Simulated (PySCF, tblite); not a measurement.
# C₅H₁₁FO₂Si: geometry, infrared bands and NMR shifts

Aim: predict the infrared bands and NMR shifts of C₅H₁₁FO₂Si (`CC(C)OC(=O)[SiH2]CF`).

Programs: tblite 0.8.0 and PySCF 2.14.0, with density-fitted response routines of our own. Each step states its level of theory. These are calculated values for one molecule in the gas phase, unless marked as measured. Atoms are numbered from 0 throughout.

### 1 The starting structure

20 atoms, charge 0, multiplicity 1; geometry from: force field or distance geometry start.

Bonds of the start (Å): C0–C1 1.51, C1–C2 1.51, C1–O3 1.45, O3–C4 1.37, C4–O5 1.22, C4–Si6 1.90, Si6–C7 1.85, C7–F8 1.36, C0–H9 1.10, C0–H10 1.09, C0–H11 1.11, C1–H12 1.11, C2–H13 1.10, C2–H14 1.08, C2–H15 1.10, Si6–H16 1.50, Si6–H17 1.49, C7–H18 1.10, C7–H19 1.09.

### 2 Relaxing the molecule with GFN2-xTB

The job: settings as JSON, then the geometry in Å.

```
{"job": {"kind": "relax", "xc": "GFN2-xTB", "basis": "xTB"}, "charge": 0, "multiplicity": 1}
C     -2.867900     0.504800     0.690900
C     -1.709600    -0.350300     0.229500
C     -1.955500    -0.939800    -1.142400
O     -0.543600     0.503900     0.185700
C      0.663100    -0.124200     0.328700
O      0.834500    -1.325300     0.466400
Si     2.208600     0.974100     0.259200
C      3.725400    -0.069500     0.446200
F      4.834100     0.714800     0.399400
H     -3.037800     1.347900     0.012100
H     -2.675700     0.936800     1.676400
H     -3.804500    -0.078400     0.752000
H     -1.566600    -1.157700     0.981300
H     -2.068100    -0.140700    -1.893300
H     -1.128300    -1.549800    -1.469800
H     -2.873500    -1.548600    -1.141700
H      2.158400     1.999100     1.353000
H      2.253900     1.725000    -1.023500
H      3.735100    -0.606200     1.401300
H      3.812600    -0.805200    -0.358900
```

Launch:

```
$ OMP_NUM_THREADS=1 python probes_run.py task.json out
```

The driver reads the jobs from task.json and runs them one after another.

**Question.** This job is followed by: GFN2-xTB harmonic vibrations, gas phase; GIAO PBE0/pcSseg-1 NMR shielding, non-relativistic, gas phase. Predict these results of the whole session: strongest single infrared mode (GFN2-xTB); zero-point energy (GFN2-xTB); 13C shifts against TMS (PBE0/pcSseg-1, means over atoms taken as alike); 1H shifts against TMS (PBE0/pcSseg-1, means over atoms taken as alike); 17O shifts against H2O (PBE0/pcSseg-1); 29Si shifts against TMS (PBE0/pcSseg-1); 19F shifts against CFCl3 (PBE0/pcSseg-1); surface potential, 1st and 99th percentile.

As calculated:

```
                                                               quantity                        value
                              strongest single infrared mode (GFN2-xTB)        2266 cm⁻¹, 369 km/mol
                                           zero-point energy (GFN2-xTB)                94.5 kcal/mol
13C shifts against TMS (PBE0/pcSseg-1, means over atoms taken as alike)  186.4, 76.9, 69.0, 23.7 ppm
 1H shifts against TMS (PBE0/pcSseg-1, means over atoms taken as alike)   5.34, 5.25, 4.49, 1.30 ppm
                                 17O shifts against H2O (PBE0/pcSseg-1)             509.3, 275.6 ppm
                                29Si shifts against TMS (PBE0/pcSseg-1)                    -65.7 ppm
                               19F shifts against CFCl3 (PBE0/pcSseg-1)                   -311.7 ppm
                                  surface potential, 1st and 99th percentile           -1.40 V and 1.12 V
```

In words: Relaxing lowered the energy by 0.230 eV in 57 steps; the close pair that moved most is Si6–C7, from 1.851 to 1.916 Å. No mode is imaginary among the 54: a minimum at this level. The strongest single mode, at 2266 cm⁻¹, moves mainly H16 and H17. GFN2-xTB is a fitted tight-binding method: band positions and strengths are rough. Its intensities can rank the bands wrongly. The most deshielded hydrogen is H12 (hydrogen on an sp3 CH bonded to O), at 5.34 ppm: its carbon carries O, hence the downfield position. At PBE0/pcSseg-1: The largest span, 839 ppm, is at O5, where the paramagnetic term is -579 ppm. By nearest atom (PBE0/pcSseg-1), the HOMO sits on O5 56 %; C4 13 % and the LUMO on C4 41 %; O5 24 %.
